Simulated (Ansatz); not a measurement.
The system is Ge2Sb2Te5.

```xyz
9
Lattice="4.2941 0.0000 0.0000 -2.1470 3.7188 0.0000 0.0000 0.0000 17.1013" Properties=species:S:1:pos:R:3 pbc="T T T"
Te    2.1470    1.2396    7.1807
Te    0.0000    2.4792    9.9206
Te    0.0000    2.4792    3.4466
Te    2.1470    1.2396   13.6547
Te    0.0000    0.0000    0.0000
Sb    0.0000    0.0000    5.4736
Sb    0.0000    0.0000   11.6278
Ge    2.1470    1.2396    1.7596
Ge    0.0000    2.4792   15.3417
```

The cell comes from a database or a generator and needn't be the stable form of this composition.

* Program: Ansatz 0.2.0
* Task: relaxation of cell and atoms
* Functional: revPBE
* Dispersion: D4
* Potentials or basis: Ansatz PAW
* Cutoff: 420 eV (not typed: the program's choice for these potentials)
* k mesh: 7 × 7 × 2
* Occupations: fermi-dirac, width 0.05 eV
* Spin: no spin polarisation

At the start: volume 30.34 Å³/atom.

Task: Where does the relaxation end?

Result: It ends after 6 steps and the volume is 28.63 Å³/atom (-5.7 %); space group P-3m1 (No. 164, to 0.05 Å).

Step by step:
| step | energy change (eV) | largest force (eV/Å) | volume (Å³) |
| --- | --- | --- | --- |
| 1 | 0.0000 | 0.1573 | 273.09 |
| 2 | -0.0776 | 0.4497 | 256.86 |
| 3 | -0.1156 | 0.0574 | 260.00 |
| 4 | -0.1202 | 0.0125 | 257.48 |
| 5 | -0.1202 | 0.0015 | 257.63 |
| 6 | -0.1176 | 0.0016 | 257.63 |

Final structure:
```
Te Sb Ge
1.0
     4.21008    0.00000    0.00000
    -2.10504    3.64604    0.00000
     0.00000    0.00000   16.78371
Te Sb Ge
5 2 2
Direct
  0.66667 0.33333 0.42166
  0.33333 0.66667 0.57834
  0.33333 0.66667 0.19936
  0.66667 0.33333 0.80064
  0.00000 0.00000 0.00000
  0.00000 0.00000 0.31848
  0.00000 0.00000 0.68152
  0.66667 0.33333 0.10087
  0.33333 0.66667 0.89913
```

Caveat: the plane-wave basis is chosen anew once the cell has moved, so the energies of steps on either side of that aren't comparable; pairwise dispersion overbinds metals, which lowers pressure and volume; the PAW data sets come from PBE, with cores solved anew for the run's functional, which leaves a small shift of forces and pressure.
